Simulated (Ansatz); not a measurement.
# H11C7O: the cost of one run

All numbers below are computed with Ansatz 0.2.0 (DFT PBE+D3(BJ), plane waves, PAW, scalar-relativistic, no spin polarisation).

## (1) Starting point

The cell holds 38 atoms (C14H22O2): a = 8.909 Å, b = 8.909 Å, c = 8.909 Å, α = 90.00°, β = 90.00°, γ = 90.00°.

Its coordinates follow in the input file.

## (2) Relaxing the start

Contents of input.yaml:

```yaml
accuracy: low
crystal:
  lattice:
    - [8.909379, 0.0, 0.0]
    - [0.0, 8.909379, 0.0]
    - [0.0, 0.0, 8.909379]
  atoms:
    - { symbol: C, position: [0.9340005, 0.3269289, 0.5758845] }
    - { symbol: C, position: [0.8244739, 0.4086085, 0.4752318] }
    - { symbol: O, position: [0.7493959, 0.2976696, 0.3874594] }
    - { symbol: H, position: [0.6787209, 0.3492006, 0.3223784] }
    - { symbol: H, position: [0.7440661, 0.4728834, 0.5432551] }
    - { symbol: H, position: [0.8846105, 0.4886476, 0.4031125] }
    - { symbol: H, position: [0.9954766, 0.4062932, 0.6464642] }
    - { symbol: H, position: [0.8739441, 0.2481914, 0.6480629] }
    - { symbol: H, position: [1.0143218, 0.2639368, 0.5080865] }
    - { symbol: C, position: [0.511188, 0.4134129, 0.7281247] }
    - { symbol: C, position: [0.5930254, 0.5440858, 0.7990178] }
    - { symbol: O, position: [0.4818636, 0.641129, 0.8612578] }
    - { symbol: H, position: [0.5334941, 0.7255018, 0.9070995] }
    - { symbol: H, position: [0.6701288, 0.5035632, 0.8864068] }
    - { symbol: H, position: [0.6605214, 0.603012, 0.7141894] }
    - { symbol: H, position: [0.5907121, 0.3344646, 0.6780988] }
    - { symbol: H, position: [0.4449811, 0.3544917, 0.8127475] }
    - { symbol: H, position: [0.4353851, 0.4538225, 0.6407344] }
    - { symbol: C, position: [0.5199318, 0.7611243, 0.5008597] }
    - { symbol: C, position: [0.4853223, 0.8460101, 0.6020019] }
    - { symbol: H, position: [0.4549886, 0.9204086, 0.6906486] }
    - { symbol: H, position: [0.5502655, 0.6867257, 0.412213] }
    - { symbol: C, position: [0.84709, 0.8405658, 0.8253948] }
    - { symbol: C, position: [0.9265944, 0.8853017, 0.723852] }
    - { symbol: H, position: [0.9962764, 0.9245106, 0.6348543] }
    - { symbol: H, position: [0.777408, 0.8013569, 0.9143924] }
    - { symbol: C, position: [0.0934726, 0.0165539, 0.3060953] }
    - { symbol: C, position: [0.0720717, -0.013235, 0.1746122] }
    - { symbol: H, position: [0.0533148, -0.0393437, 0.0593732] }
    - { symbol: H, position: [0.1122295, 0.0426626, 0.4213343] }
    - { symbol: C, position: [0.0165061, 0.5902114, 0.2110298] }
    - { symbol: C, position: [0.0154468, 0.5259518, 0.0906025] }
    - { symbol: H, position: [0.0145183, 0.4696311, -0.0149467] }
    - { symbol: H, position: [0.0174346, 0.6465321, 0.316579] }
    - { symbol: C, position: [0.2786205, 0.27318, 0.2007332] }
    - { symbol: C, position: [0.3060987, 0.1732632, 0.1118808] }
    - { symbol: H, position: [0.3301821, 0.0856905, 0.0340057] }
    - { symbol: H, position: [0.2545371, 0.3607526, 0.2786083] }
basis:
  ecutwfc: 420.0
kpoints:
  mp_grid: { grid: [1, 1, 1] }
hamiltonian:
  xc: pbe
  dispersion: d3bj
scf:
  occupations: { method: fermi_dirac, width: 0.05 }
  lower_state_search: "off"
relax:
  f_tol: 0.3
  max_steps: 15
  adjacent_minimum: "off"
```

Run with:

```sh
> ansatz run input.yaml --threads 1 --pin off --max-ram 3072MiB --backend cpu --events-out ev --progress --plain --runs-dir out
```

What time and memory should one allow on 1 thread of Intel Xeon Platinum 8259CL at 2.50GHz (Skylake/Cascade Lake), shared host?

About 50 s, with a peak of 0.61 GiB.
